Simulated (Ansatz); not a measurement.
# NBrO (nitrosyl bromide): levels of theory compared

Wanted: a comparison of 6 runs (B3LYP/STO-3G, BLYP/STO-3G, UPBE0/STO-3G, r2SCAN/STO-3G, CCSD/STO-3G, UCCSD(T)/STO-3G) of NBrO (nitrosyl bromide). 

Program for the calculation: Ansatz 0.2.0.

51 further runs of the same task are left out: 13 that didn't finish, 38 set aside as unsound or not needed.

## (1) The molecule

The species is NBrO (3 atoms), meant as a singlet with charge 0. SMILES: `O=NBr`. The Br3–N2 distance was set to 3.967 Å, away from the relaxed value. At this shape a bond of the SMILES string is far longer than usual.

Bond lengths: O1–N2 1.157 Å.

## (2) The energy at B3LYP/STO-3G (run 1)

run.yaml reads:

```yaml
crystal:
  periodic: [false, false, false]
  atoms:
    - {symbol: O, position_ang: [1.731915, -2.441189, 0.690658]}
    - {symbol: "N", position_ang: [0.716435, -2.384729, 0.138328]}
    - {symbol: Br, position_ang: [-0.865960, 1.220600, -0.345330]}
basis:
  gaussian:
    orbitals: STO-3G
hamiltonian:
  xc: {name: B3LYP}
accuracy: high
```

The run is started by

```sh
$ ansatz run run.yaml --threads 1 --pin off --max-ram 2610MiB --events-out events.jsonl --progress --plain --runs-dir runs
```

Standard output:

```text
Warning: RAYON_NUM_THREADS=1 ignored (pool sized by the plan → 1); use --threads N
Functional definition: B3LYP
  name "B3LYP"
  parameter a0 = 0.2
  parameter ax = 0.72
  parameter ac = 0.81
  exchange = (1 - a0 - ax)*slater_x + ax*b88_x + a0*exact_x
  correlation = (1 - ac)*vwn_rpa_c + ac*lyp_c
347 factors; integrals over basis functions are off by at most 7.8e-8 eV
mean field evaluation 1: about -72756.7619 eV, gradient 1.5e1 eV
mean field evaluation 2: about -72442.0450 eV, gradient 2.2e1 eV
mean field evaluation 4: about -72658.2234 eV, gradient 1.3e1 eV
mean field evaluation 8: about -72763.3950 eV, gradient 9.4e-1 eV
mean field evaluation 16: about -72763.3859 eV, gradient 9.1e-8 eV
mean field evaluation 32: about -72763.2889 eV, gradient 3.9e0 eV
mean field evaluation 64: about -72763.0031 eV, gradient 7.7e0 eV
mean field evaluation 96: about -72763.3543 eV, gradient 7.1e-1 eV
mean field evaluation 128: about -72763.3823 eV, gradient 2.5e-1 eV
mean field -72763.38590719 eV, -2674.0051112949 hartree, gradient 2.5e-8 eV, S^2 0.000000; 8 other end points of the search recorded, 0 dependent functions left out
reference -72763.38593230 eV, -2674.0051122175 hartree; 25, 25 occupied and 3, 3 virtual orbitals, 347 factors
Total energy: -72763.38593230 eV, -2674.0051122175 hartree
```

Run time: 5.1 s. Hardware: 1 thread of Arm Neoverse V1, shared host; peak memory 0.092 GiB.

## (3) A single-point energy at BLYP/STO-3G (run 2)

job.yaml reads:

```yaml
crystal:
  periodic: [false, false, false]
  atoms:
    - symbol: O
      position_ang: [1.731915, -2.441189, 0.690658]
    - symbol: "N"
      position_ang: [0.716435, -2.384729, 0.138328]
    - symbol: Br
      position_ang: [-0.865960, 1.220600, -0.345330]
basis:
  gaussian:
    orbitals: STO-3G
hamiltonian:
  xc: {name: BLYP}
accuracy: high
```

The run is started by

```sh
$ ansatz run job.yaml --threads 1 --pin off --max-ram 2610MiB --events-out events.jsonl --progress --plain --runs-dir runs
```

Standard output, cut to the lines that bear on the results:

```text
Warning: RAYON_NUM_THREADS=1 ignored (pool sized by the plan → 1); use --threads N
Functional definition: BLYP
  name "BLYP"
[...]
347 factors; integrals over basis functions are off by at most 7.8e-8 eV
[...]
mean field -72760.68842345 eV, -2673.9059805958 hartree, gradient 2.0e-8 eV, S^2 0.000000; 6 other end points of the search recorded, 0 dependent functions left out
reference -72760.68845778 eV, -2673.9059818575 hartree; 25, 25 occupied and 3, 3 virtual orbitals, 347 factors
Total energy: -72760.68845778 eV, -2673.9059818575 hartree
```

It took 7.8 s on 1 thread of Arm Neoverse V1, shared host; peak memory 0.092 GiB.

Run 3 isn't shown in full; the table further down has it.

## (4) A single-point energy at r2SCAN/STO-3G (run 4)

in.yaml reads:

```yaml
crystal:
  periodic: [false, false, false]
  atoms:
    - {symbol: O, position_ang: [1.731915, -2.441189, 0.690658]}
    - {symbol: N, position_ang: [0.716435, -2.384729, 0.138328]}
    - {symbol: Br, position_ang: [-0.865960, 1.220600, -0.345330]}
basis:
  gaussian:
    orbitals: STO-3G
hamiltonian:
  xc: r2scan
accuracy: high
```

The run is started by

```sh
$ ansatz run in.yaml --threads 1 --pin off --max-ram 2610MiB --events-out events.jsonl --progress --plain --runs-dir runs
```

Standard output, cut to the lines that bear on the results:

```text
Warning: RAYON_NUM_THREADS=1 ignored (pool sized by the plan → 1); use --threads N
Functional definition: r2SCAN
  name "r2SCAN"
[...]
347 factors; integrals over basis functions are off by at most 7.8e-8 eV
[...]
mean field -72766.06098915 eV, -2674.1034187436 hartree, gradient 5.7e-9 eV, S^2 0.000000; 11 other end points of the search recorded, 0 dependent functions left out
reference -72766.06098936 eV, -2674.1034187515 hartree; 25, 25 occupied and 3, 3 virtual orbitals, 347 factors
Total energy: -72766.06098936 eV, -2674.1034187515 hartree
```

Run time: 35 s. Hardware: 1 thread of Arm Neoverse V1, shared host; peak memory 0.13 GiB.

Run 5 isn't shown in full; the table further down has it.

## (5) A single-point energy at UCCSD(T)/STO-3G (run 6)

in.yaml reads:

```yaml
crystal:
  periodic: [false, false, false]
  atoms:
    - {symbol: O, position_ang: [1.731915, -2.441189, 0.690658]}
    - {symbol: "N", position_ang: [0.716435, -2.384729, 0.138328]}
    - {symbol: Br, position_ang: [-0.865960, 1.220600, -0.345330]}
basis:
  gaussian:
    orbitals: STO-3G
magnetization:
  spin_polarized: true
  initial_magnetization: 0
correlation:
  method: ccsd_t
  frozen_orbitals: {Br: 9, "N": 1, O: 1}
accuracy: high
scf:
  omitted_lower_state_checks: [cluster_reference, increment]
```

The run is started by

```sh
$ ansatz run in.yaml --threads 1 --pin off --max-ram 2610MiB --events-out events.jsonl --progress --plain --runs-dir runs
```

Standard output:

```text
Warning: RAYON_NUM_THREADS=1 ignored (pool sized by the plan → 1); use --threads N
[... 23 lines left out ...]
11 core orbitals not correlated: weight in the atoms' cores, before any rotation towards them, 1.000 or more for the frozen orbitals, at most 0.000 for the correlated occupied ones
[... 84 lines left out ...]
Total energy: -72716.91678628 eV, -2672.2974025992 hartree
Checks for a lower state left out: cluster_reference, increment
```

Run time: 4.8 s. Hardware: 1 thread of Arm Neoverse V1, shared host; peak memory 0.097 GiB.

## (6) The series

```
run            level  frozen core orbitals   energy (Eh)  wall time
  1     B3LYP/STO-3G                     –  -2674.005112      5.1 s
  2      BLYP/STO-3G                     –  -2673.905982      7.8 s
  3     UPBE0/STO-3G                     –  -2673.739617       12 s
  4    r2SCAN/STO-3G                     –  -2674.103419       35 s
  5      CCSD/STO-3G                    11  -2672.272339      1.3 s
  6  UCCSD(T)/STO-3G                    11  -2672.297403      4.8 s
```

## (7) Results

| quantity | value |
| --- | --- |
| run 6: total energy | -2672.29740 Eh |
| run 6: correlation energy (11 core orbitals frozen) | -127.8 mEh |
| run 6: (T) correction | -1.81 mEh |
| run 6: ⟨S²⟩ of the reference determinant | 1.247 |
| run 6: T1 diagnostic | 0.042 |

**Reading.** Totals of different functionals can't be ranked against each other. In run 5 the T1 diagnostic is large, so a single reference may not serve. In run 5 the log says that unrestricted orbitals would lower the reference, so the values rest on an unstable closed-shell determinant (other closed-shell runs at this shape may share the fault). In runs 1, 2, 3, 4, 5, 6 the basis is minimal, so the values are rough. In runs 1, 2, 4, 5 a closed-shell determinant meets a far-stretched bond, which it describes badly. Spin contamination of the reference: run 6 ⟨S²⟩ = 1.25, run 3 ⟨S²⟩ = 0.97. Where it is this large, the reference is a mixture of spin states, and values that rest on it are in doubt. All runs together took 66 s, the longest 35 s.
